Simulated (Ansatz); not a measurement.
# SiNi2 (Pnma) in Ansatz: notebook

Aim: see how the results for SiNi2 move with the level of theory and the settings. Levels: PBE, LDA. Tasks: relaxation of the atoms, relaxation of cell and atoms, single point.

All numbers are computed with Ansatz 0.2.0; they aren't measurements. Logs are shortened: lines on timing, memory, paths and dates and some standing lists are left out, and cuts for length are marked.

## (1) The structure

Symmetry: Pnma, No. 62, orthorhombic system. Conventional cell: a = 4.990 Å, b = 3.720 Å, c = 7.030 Å, α = 90.00°, β = 90.00°, γ = 90.00°. Ni (site symmetry m) has 4 Si at 2.28 to 2.33 Å and 4 Ni at 2.53 to 2.62 Å as nearest neighbours. Around Ni (site symmetry m) lie 5 Si at 2.34 to 2.57 Å and 6 Ni at 2.53 to 2.62 Å. Around Si (site symmetry m) lie 9 Ni at 2.28 to 2.57 Å.

## (2) Relaxation of the atoms, PBE, collinear spin, ferromagnetic start

Contents of input.yaml:

```yaml
crystal:
  lattice:
    - [4.99, 0.0, 0.0]
    - [0.0, 3.72, 0.0]
    - [0.0, 0.0, 7.03]
  atoms:
    - { symbol: Ni, position: [0.325, 0.75, 0.937], spin: 1.0 }
    - { symbol: Ni, position: [0.675, 0.25, 0.063], spin: 1.0 }
    - { symbol: Ni, position: [0.175, 0.25, 0.437], spin: 1.0 }
    - { symbol: Ni, position: [0.825, 0.75, 0.563], spin: 1.0 }
    - { symbol: Ni, position: [0.458, 0.75, 0.297], spin: 1.0 }
    - { symbol: Ni, position: [0.542, 0.25, 0.703], spin: 1.0 }
    - { symbol: Ni, position: [0.042, 0.25, 0.797], spin: 1.0 }
    - { symbol: Ni, position: [0.958, 0.75, 0.203], spin: 1.0 }
    - { symbol: Si, position: [0.786, 0.75, 0.886] }
    - { symbol: Si, position: [0.214, 0.25, 0.114] }
    - { symbol: Si, position: [0.714, 0.25, 0.386] }
    - { symbol: Si, position: [0.286, 0.75, 0.614] }
hamiltonian:
  xc: pbe
  pseudopotentials: { kind: paw }
magnetization:
  spin_polarized: true
kpoints:
  mp_grid: { grid: [5, 5, 3] }
scf:
  occupations: { method: fermi_dirac, width: 0.05 }
output:
  forces: true
  stress: true
  eigenvalues: true
relax:
  f_tol: 0.01
  max_steps: 40
```

Potentials or basis: Ansatz PAW.

Command:

```console
> ansatz run input.yaml --threads 4 --pin off --max-ram 11264MiB --backend cpu --events-out ev --progress --plain --runs-dir out
```

Log:

```text
Warning: output.stress: scf.convergence.dr2_threshold = 1e-7 eV (the SCF's general default) is looser than the 1.2e-9 eV advised for a printed stress (1e-10 eV for each atom of the cell: 12). What an SCF threshold leaves in a stress goes as its square root, and in the free energy as the threshold itself, and one threshold admits the most on a small cell: of the crystals measured, under no hybrid functional and no lock of the moments, on runs that ended without the residual-converged pass, on stresses that held no estimate of that error, the worst erred by over 100 MPa in a component at 1e-7 eV an atom and by under 5 at 1e-10. Every solve of this run answers to scf.convergence.dr2_threshold, and the tensor of one is reported: a single SCF on the reported geometry and on this run's grids (its basis.xc_grid and basis.ecutrho_ratio typed), with scf.convergence.dr2_threshold at 1.2e-9 eV or tighter, prints it and tightens no other solve. Else set scf.convergence.dr2_threshold to 1.2e-9 eV or tighter. The threshold is an SCF's pass mark: one that does not reach it within its budget of iterations ends unconverged, or closes short of it on a stop that the run arms, and scf.convergence.dr2_threshold's page says what that costs each kind of run
Warning: RAYON_NUM_THREADS=4 ignored (pool sized by the plan → 4); use --threads N
Engine: ansatz 0.2.0, aarch64-unknown-linux-gnu
Pseudopotentials: kind: paw
Pseudopotential: Ni, paw, valence charge 18, recommended cutoff 420 eV (normal), Ni.paw.azcp
Pseudopotential: Si, paw, valence charge 4, recommended cutoff 420 eV (normal), Si.paw.azcp
Functional definition: PBE
  parameter kappa = 0.804
  parameter beta = 0.06672455060314922
  exchange = pbe_x(kappa = kappa, mu = beta*pi^2/3)
  correlation = pbe_c(beta = beta)
Crystal: 12 atoms, lattice volume = 130.496 Å³
Basis set: ecut = 420 eV, 2559 PW (Γ), exchange–correlation on 72×50×96 points (8 copies of the dense FFT grid, shifted against one another)
Bands: 101, of which v1, the nominal top of the filled ones, is band 80 counted from 1 (79 counted from 0)
Symmetry: 8 space group operations
Space group: Pnma (ITA 62), of the structure as read, at distance tolerance 5.1e-5 Å
Magnetic group: BNS 62.441 (UNI 539), of the structure as read, at distance tolerance 5.1e-5 Å
k-points: 18 of 75
Non-local potential: Ni, projectors of the file, l = 0: 3, l = 1: 2, l = 2: 3, l = 3: 1
Non-local potential: Si, projectors of the file, l = 0: 2, l = 1: 2, l = 2: 2
PAW form: soft (Blöchl's): semilocal exchange-correlation on the pseudo side does not see the compensation charge
PAW one-centre angular grid: Ni, 590 points (default); XC on 64 Gauss nodes
PAW one-centre angular grid: Si, 110 points (default); XC on 64 Gauss nodes
Initial density: superposition of atomic densities (chi_scale 0.1, normalization cell)
Starting moments: Σ|m| = 8 μB on 8 of 12 sites
Initial wavefunctions: pseudopotential atomic-orbital guess
Functional: x = pbe(κ = 0.804, μ = 0.2195149727645171), c = pbe(β = 0.06672455060314922)
iter 1 solved again at ethr=3.10e-3 eV; its pass at ethr=3.10e-3 eV (dr2=4.95e0 eV) is discarded
SCF iter   1: F=—  HF=-49254.575852 eV  |F-HF|=—  |Δ(HF+E_count)|=         —  Δρ=6.87e-2 (↑6.87e-2 ↓2.64e-2)  dr2=5.03e0  dr2_m=1.44e0  M=4.363 μB ∫|m|=5.521 μB  β_m=0.30  ethr=3.10e-3  ⟨swp⟩=1.3  Hψ=17118  notcnv=0
Mixer restart at iter 1: flushing history
preconditioner: auto → Kerker (q_TF=auto, 2.823 Å⁻¹)  [metal: Δε(μ)=0.010 eV  Ē_g=7.946 eV  σ=0.050 eV  W_gap=0.05  n_scr=52 (ndim 8)  ℏωp=31.8 eV  f_vac=0.000  D(μ)=10.27/eV (n_scr^D=116)]
spin=Collinear: Kerker preconditioning applied to the charge; magnetization (m = ρ↑ − ρ↓) channel mixes plain (no charge-response kernel on spin).
[... 92 lines left out ...]
  E_vxc        = -1080.295097  (∫ρ·V_xc dr)
  E_paw        = -15105.739696  (= ΣΔE_a)
  E_vpaw       = -4244.090674  (= ΣTr[D̂ρ^β])
  E_aug_tail   = 0.004170  (compensation charges beyond the density's cutoff)
  E_ewald      = -22749.698557
  E_smearing   = -0.056357  (= −TS)
  E_closure    = 0.000000  (closes the sum)
  Σ components = -49267.539022   (vs F -49267.539022, Δ=0.00e0)
--- Forces (eV/Å), atoms counted from 1 ---
  atom   1  Ni     0.00159590     0.00000000     0.00065820
  atom   2  Ni    -0.00159590    -0.00000000    -0.00065820
  atom   3  Ni    -0.00159590    -0.00000000     0.00065820
  atom   4  Ni     0.00159590     0.00000000    -0.00065820
  atom   5  Ni     0.00010151     0.00000000     0.00174745
  atom   6  Ni    -0.00010151    -0.00000000    -0.00174745
  atom   7  Ni    -0.00010151     0.00000000     0.00174745
  atom   8  Ni     0.00010151    -0.00000000    -0.00174745
  atom   9  Si    -0.00122814    -0.00000000     0.00125749
  atom  10  Si     0.00122814     0.00000000    -0.00125749
  atom  11  Si     0.00122814     0.00000000     0.00125749
  atom  12  Si    -0.00122814     0.00000000    -0.00125749
  max |Σ_I F_I| component: 1.73e-18 eV/Å
--- Stress (GPa, compression-positive) ---
        2.173588       0.000000       0.000000
        0.000000       3.502897       0.000000
        0.000000       0.000000       3.773572
  P = ⅓ Tr σ = 3.1500 GPa (31.500 kbar)
--- Band table (eV; the first three rows and the last of 36) ---
  k-point 0 ↑: bands = ["-86.2657", "-86.2652", "-86.2608", "-86.2607", "-86.1275", "-86.1271", "-86.1203", "-86.1202", "-46.7443", "-46.7413", "-46.7406", "-46.7356", "-46.6982", "-46.6860", "-46.6719", "-46.6617", "-46.6384", "-46.6364", "-46.6115", "-46.6090", "-46.5997", "-46.5985", "-46.5962", "-46.5954", "-46.5645", "-46.5586", "-46.5150", "-46.5145", "-46.4799", "-46.4720", "-46.4476", "-46.4460", "4.5824", "7.1745", "7.2507", "9.0651", "10.6202", "11.0830", "11.8488", "12.2102", "12.5049", "12.6590", "12.8431", "12.8857", "13.1263", "13.1832", "13.3510", "13.4726", "13.7999", "13.8856", "13.9726", "14.0537", "14.1426", "14.1702", "14.5518", "14.6916", "14.7301", "14.8351", "14.9658", "15.0576", "15.1321", "15.1578", "15.3437", "15.3857", "15.3971", "15.4406", "15.4474", "15.5638", "15.6819", "15.6948", "15.7248", "15.9326", "15.9627", "16.0702", "16.1170", "16.2197", "16.3624", "16.3846", "16.7133", "17.1108", "17.9995", "18.2135", "19.1651", "19.6471", "19.8027", "20.2369", "20.8681", "20.8751", "21.5104", "21.8903", "22.4269", "22.6221", "23.4693", "23.5567", "23.8060", "25.0044", "25.1664", "25.1752", "25.7885", "26.2718", "26.3698"]
  k-point 1 ↑: bands = ["-86.2656", "-86.2653", "-86.2607", "-86.2607", "-86.1274", "-86.1272", "-86.1202", "-86.1202", "-46.7441", "-46.7431", "-46.7383", "-46.7363", "-46.6959", "-46.6902", "-46.6682", "-46.6635", "-46.6381", "-46.6371", "-46.6107", "-46.6095", "-46.5995", "-46.5989", "-46.5960", "-46.5955", "-46.5630", "-46.5601", "-46.5149", "-46.5147", "-46.4778", "-46.4739", "-46.4472", "-46.4464", "4.9059", "5.8358", "8.5597", "9.0627", "10.7534", "11.2822", "11.3550", "11.9916", "12.4421", "12.6282", "12.7987", "12.9378", "13.2238", "13.2742", "13.3060", "13.6066", "13.6767", "13.7528", "13.8035", "13.9163", "14.2564", "14.4169", "14.5159", "14.5703", "14.6874", "14.7784", "15.0316", "15.0736", "15.1687", "15.1836", "15.3519", "15.3782", "15.4432", "15.5440", "15.6103", "15.6122", "15.6714", "15.8000", "15.8052", "15.9463", "16.0139", "16.0405", "16.1616", "16.3185", "16.3694", "16.4547", "16.9510", "16.9916", "17.1923", "18.2845", "18.4692", "18.6304", "20.4986", "20.5648", "21.2588", "21.4897", "21.5381", "21.9095", "22.3587", "23.5631", "23.5772", "23.7812", "24.0831", "24.3687", "24.7419", "24.8674", "25.5866", "25.7444", "25.8028"]
  k-point 2 ↑: bands = ["-86.2652", "-86.2647", "-86.2612", "-86.2611", "-86.1276", "-86.1272", "-86.1203", "-86.1202", "-46.7441", "-46.7413", "-46.7411", "-46.7364", "-46.6928", "-46.6872", "-46.6744", "-46.6687", "-46.6352", "-46.6339", "-46.6215", "-46.6209", "-46.5977", "-46.5948", "-46.5898", "-46.5880", "-46.5643", "-46.5589", "-46.5149", "-46.5146", "-46.4777", "-46.4720", "-46.4480", "-46.4466", "4.9988", "7.4828", "7.5004", "9.1309", "10.9572", "10.9911", "12.0371", "12.1672", "12.2296", "12.3513", "12.3679", "12.4707", "12.9915", "13.3644", "13.5098", "13.5627", "13.6899", "13.9294", "14.0071", "14.1397", "14.1397", "14.3172", "14.3765", "14.3830", "14.7907", "14.8016", "14.9186", "15.0297", "15.0744", "15.1886", "15.1949", "15.2642", "15.2805", "15.4731", "15.4769", "15.5603", "15.5720", "15.6921", "15.6935", "15.8183", "15.8306", "16.1008", "16.1022", "16.2861", "16.2950", "16.6876", "16.7065", "17.3710", "17.6461", "17.8303", "18.2354", "18.3780", "19.7553", "19.9874", "20.2602", "21.0486", "21.0809", "21.9581", "22.4270", "23.0306", "23.0648", "23.9459", "24.6988", "24.9862", "25.1622", "25.3906", "25.5681", "26.0043", "26.0430"]
  k-point 17 ↓: bands = ["-86.2637", "-86.2636", "-86.2623", "-86.2623", "-86.1250", "-86.1250", "-86.1228", "-86.1227", "-46.7426", "-46.7422", "-46.7398", "-46.7394", "-46.6848", "-46.6841", "-46.6796", "-46.6789", "-46.6327", "-46.6325", "-46.6318", "-46.6309", "-46.5909", "-46.5900", "-46.5859", "-46.5853", "-46.5434", "-46.5426", "-46.5286", "-46.5282", "-46.4674", "-46.4668", "-46.4599", "-46.4594", "7.2122", "7.7285", "8.1068", "8.3862", "10.0857", "10.3628", "10.7430", "10.9645", "12.1307", "12.6100", "12.7899", "13.0945", "13.1888", "13.2274", "13.3750", "13.4767", "13.8293", "13.9345", "14.0647", "14.1123", "14.2190", "14.2836", "14.3663", "14.4236", "14.5791", "14.6126", "14.7394", "14.8171", "15.0470", "15.1240", "15.1327", "15.2146", "15.3209", "15.3582", "15.4166", "15.4477", "15.5757", "15.6051", "15.6464", "15.6827", "15.7746", "15.8433", "15.9870", "16.0449", "16.4979", "16.5902", "16.6620", "16.7392", "17.2635", "17.4554", "17.8045", "18.3857", "19.7883", "20.1589", "20.4423", "21.1758", "21.2735", "21.8465", "22.6635", "22.9617", "24.0426", "24.2772", "24.8128", "25.2176", "25.8246", "26.3184", "26.4283", "26.8089", "27.3193"]
--- Relaxed structure (5 steps of the walk, 5 accepted, 0 SCFs on fresh bases) ---
  F+E_penalty+E_count = -49267.53902250 eV   max|allowed force component| = 1.747e-3 eV/Å
  atoms:
    - { symbol: Ni, position: [0.32910983233875746, 0.75, 0.9393076204094638] }
    - { symbol: Ni, position: [0.6708901676612425, 0.25, 0.06069237959053638] }
    - { symbol: Ni, position: [0.17089016766124254, 0.25, 0.4393076204094636] }
    - { symbol: Ni, position: [0.8291098323387575, 0.75, 0.5606923795905364] }
    - { symbol: Ni, position: [0.4599013588288095, 0.75, 0.29371414295261095] }
    - { symbol: Ni, position: [0.5400986411711907, 0.25, 0.7062858570473892] }
    - { symbol: Ni, position: [0.04009864117119049, 0.25, 0.793714142952611] }
    - { symbol: Ni, position: [0.9599013588288094, 0.75, 0.20628585704738917] }
    - { symbol: Si, position: [0.7882185115345018, 0.75, 0.8864544493098067] }
    - { symbol: Si, position: [0.21178148846549819, 0.25, 0.1135455506901934] }
    - { symbol: Si, position: [0.7117814884654983, 0.25, 0.38645444930980666] }
    - { symbol: Si, position: [0.2882185115345018, 0.75, 0.6135455506901935] }
```

Wall time 61 s (4 threads of Arm Neoverse V1, shared host); peak memory 0.84 GiB.

What came out:

```yaml
Free_energy: -49267.5390 eV
Energy_gained_by_relaxing: 2.6 meV/atom
Ionic_steps: 5
Pressure_after_relaxing: 3.2 GPa
Band_gap_on_the_k_mesh: none (metal or under the smearing width)
Net_moment: 0.00 μB per cell
Absolute_moment: 0.00 μB per cell
```

The path:
```tsv
step	energy change (eV)	largest force (eV/Å)
1	0.0000	0.3552
2	-0.0192	0.2177
3	-0.0308	0.0133
4	-0.0309	0.0100
5	-0.0310	0.0018
```

Final structure:
```
Ni Si
1.0
     4.99000    0.00000    0.00000
     0.00000    3.72000    0.00000
     0.00000    0.00000    7.03000
Ni Si
8 4
Direct
  0.32911 0.75000 0.93931
  0.67089 0.25000 0.06069
  0.17089 0.25000 0.43931
  0.82911 0.75000 0.56069
  0.45990 0.75000 0.29371
  0.54010 0.25000 0.70629
  0.04010 0.25000 0.79371
  0.95990 0.75000 0.20629
  0.78822 0.75000 0.88645
  0.21178 0.25000 0.11355
  0.71178 0.25000 0.38645
  0.28822 0.75000 0.61355
```

Caveat: the starting moments weren't kept; the thresholds are loose for stress.

## (3) Relaxation of cell and atoms, LDA, collinear spin, ferromagnetic start

input.yaml: that of step 2 with these lines changed.

```diff
@@ -19,3 +19,3 @@
 hamiltonian:
-  xc: pbe
+  xc: lda
   pseudopotentials: { kind: paw }
@@ -24,3 +24,3 @@
 kpoints:
-  mp_grid: { grid: [5, 5, 3] }
+  mp_grid: { grid: [6, 7, 4] }
 scf:
@@ -34 +34,2 @@
   max_steps: 40
+  cell: { stress_tol: 0.05 }
```

Potentials or basis: Ansatz PAW.

Command:

```console
> ansatz run input.yaml --threads 4 --pin off --max-ram 11264MiB --backend cpu --events-out ev --progress --plain --runs-dir out
```

Log:

```text
Warning: RAYON_NUM_THREADS=4 ignored (pool sized by the plan → 4); use --threads N
[... 4 set-up lines as earlier in the session ...]
Functional definition: SPW92
  exchange = slater_x
  correlation = pw_c
Crystal: 12 atoms, lattice volume = 130.496 Å³
Basis set: ecut = 420 eV, 2559 PW (Γ)
Bands: 101, of which v1, the nominal top of the filled ones, is band 80 counted from 1 (79 counted from 0)
[... 2 set-up lines as earlier in the session ...]
Magnetic group: BNS 62.441 (UNI 539), of the structure as read, at distance tolerance 5.1e-5 Å
k-points: 48 of 168
[... 177 lines left out ...]
--- Relaxed structure (5 steps of the walk, 5 accepted, 1 SCFs on fresh bases) ---
  F+E_penalty+E_count = -48629.37824962 eV   max|allowed force component| = 3.562e-3 eV/Å   (the final SCF, on the basis selected at the relaxed cell)
  cell:  # Å, volume = 123.8501 Å³
    - [4.866995638795759, 0.0, 0.0]
    - [0.0, 3.6680873353396652, 0.0]
    - [0.0, 0.0, 6.937384129953951]
  atoms:
    - { symbol: Ni, position: [0.3283866985719492, 0.7500000000000001, 0.9396268292867662] }
    - { symbol: Ni, position: [0.6716133014280509, 0.25000000000000006, 0.060373170713233844] }
    - { symbol: Ni, position: [0.17161330142805079, 0.25000000000000006, 0.43962682928676616] }
    - { symbol: Ni, position: [0.8283866985719491, 0.7500000000000001, 0.5603731707132338] }
    - { symbol: Ni, position: [0.4577246944264552, 0.7500000000000001, 0.292171018885011] }
    - { symbol: Ni, position: [0.5422753055735449, 0.25000000000000006, 0.7078289811149888] }
    - { symbol: Ni, position: [0.04227530557354477, 0.25000000000000006, 0.7921710188850113] }
    - { symbol: Ni, position: [0.957724694426455, 0.7500000000000001, 0.207828981114989] }
    - { symbol: Si, position: [0.7918932140162263, 0.7500000000000001, 0.8870379292753464] }
    - { symbol: Si, position: [0.2081067859837738, 0.25000000000000006, 0.11296207072465361] }
    - { symbol: Si, position: [0.7081067859837737, 0.25000000000000006, 0.38703792927534636] }
    - { symbol: Si, position: [0.2918932140162261, 0.7500000000000001, 0.6129620707246535] }
```

Run time: 3.8 min. Hardware: 4 threads of Arm Neoverse V1, shared host; peak memory 1.2 GiB.

Results:

```yaml
Free_energy: -48629.3782 eV
Relaxed_volume: 10.32 Å³/atom
Relaxed_cell: a = 4.867 Å, b = 3.668 Å, c = 6.937 Å, α = 90.00°, β = 90.00°, γ = 90.00°
Space_group_after_relaxing_to_0.05_Å: Pnma (No. 62)
Energy_gained_by_relaxing: 21.5 meV/atom
Ionic_steps: 6
Pressure_after_relaxing: 0.0 GPa
Largest_force_after_relaxing: 0.004 eV/Å
Band_gap_on_the_k_mesh: none (metal or under the smearing width)
Net_moment: 0.00 μB per cell
Absolute_moment: 0.00 μB per cell
```

Forces in eV/Å, atoms in the order of the input:
```
Ni   0.002  0.000 -0.001
Ni  -0.002  0.000  0.001
Ni  -0.002  0.000 -0.001
Ni   0.002  0.000  0.001
Ni   0.002  0.000  0.004
Ni  -0.002  0.000 -0.004
Ni  -0.002  0.000  0.004
Ni   0.002  0.000 -0.004
Si   0.002  0.000 -0.002
Si  -0.002  0.000  0.002
Si  -0.002  0.000 -0.002
Si   0.002  0.000  0.002
```

Step by step:
```csv
step,energy change (eV),largest force (eV/Å),volume (Å³)
1,0.0000,0.3482,130.50
2,-0.1996,0.2220,126.85
3,-0.2587,0.0520,123.57
4,-0.2613,0.0237,123.85
5,-0.2616,0.0041,123.85
6,-0.2579,0.0039,123.85
```

Final structure:
```cif
data_structure
_symmetry_space_group_name_H-M 'P 1'
_symmetry_Int_Tables_number 1
_cell_length_a 4.8670
_cell_length_b 3.6681
_cell_length_c 6.9374
_cell_angle_alpha 90.000
_cell_angle_beta 90.000
_cell_angle_gamma 90.000
_cell_volume 123.85
loop_
_atom_site_label
_atom_site_type_symbol
_atom_site_fract_x
_atom_site_fract_y
_atom_site_fract_z
_atom_site_occupancy
Ni1 Ni 0.32839 0.75000 0.93963 1
Ni2 Ni 0.67161 0.25000 0.06037 1
Ni3 Ni 0.17161 0.25000 0.43963 1
Ni4 Ni 0.82839 0.75000 0.56037 1
Ni5 Ni 0.45772 0.75000 0.29217 1
Ni6 Ni 0.54228 0.25000 0.70783 1
Ni7 Ni 0.04228 0.25000 0.79217 1
Ni8 Ni 0.95772 0.75000 0.20783 1
Si1 Si 0.79189 0.75000 0.88704 1
Si2 Si 0.20811 0.25000 0.11296 1
Si3 Si 0.70811 0.25000 0.38704 1
Si4 Si 0.29189 0.75000 0.61296 1
```

Levels at points of the mesh, in eV from the Fermi level:
Spin up:
| k point | band 76 | band 77 | band 78 | band 79 | band 80 | band 81 | band 82 | band 83 | band 84 | band 85 |
| --- | --- | --- | --- | --- | --- | --- | --- | --- | --- | --- |
| (0.00, 0.00, 0.00) | -1.20 | -1.04 | -1.01 | -0.64 | -0.15 | 0.79 | 0.99 | 1.79 | 2.48 | 2.55 |
| (0.00, 0.00, -0.50) | -1.16 | -1.12 | -1.12 | -0.38 | -0.38 | 0.21 | 0.21 | 1.45 | 1.45 | 3.23 |
| (-0.50, 0.00, 0.00) | -1.17 | -1.02 | -1.02 | 1.26 | 1.26 | 2.13 | 2.13 | 2.92 | 2.92 | 3.35 |
| (-0.50, 0.00, -0.50) | -1.02 | -0.57 | -0.57 | 0.27 | 0.27 | 1.92 | 1.92 | 1.95 | 1.95 | 2.60 |
Spin down:
| k point | band 78 | band 79 | band 80 | band 81 | band 82 | band 83 |
| --- | --- | --- | --- | --- | --- | --- |
| (0.00, 0.00, 0.00) | -1.01 | -0.64 | -0.15 | 0.79 | 0.99 | 1.79 |
| (0.00, 0.00, -0.50) | -1.12 | -0.38 | -0.38 | 0.21 | 0.21 | 1.45 |
| (-0.50, 0.00, 0.00) | -1.02 | 1.26 | 1.26 | 2.13 | 2.13 | 2.92 |
| (-0.50, 0.00, -0.50) | -0.57 | 0.27 | 0.27 | 1.92 | 1.92 | 1.95 |

Caveat: the plane-wave basis is chosen anew once the cell has moved, so the energies of steps on either side of that aren't comparable; the PAW data sets come from PBE, with cores solved anew for the run's functional, which leaves a small shift of forces and pressure; the starting moments weren't kept. LDA usually gives volumes a few per cent too small.

(Part 1 of 2 ends here.)
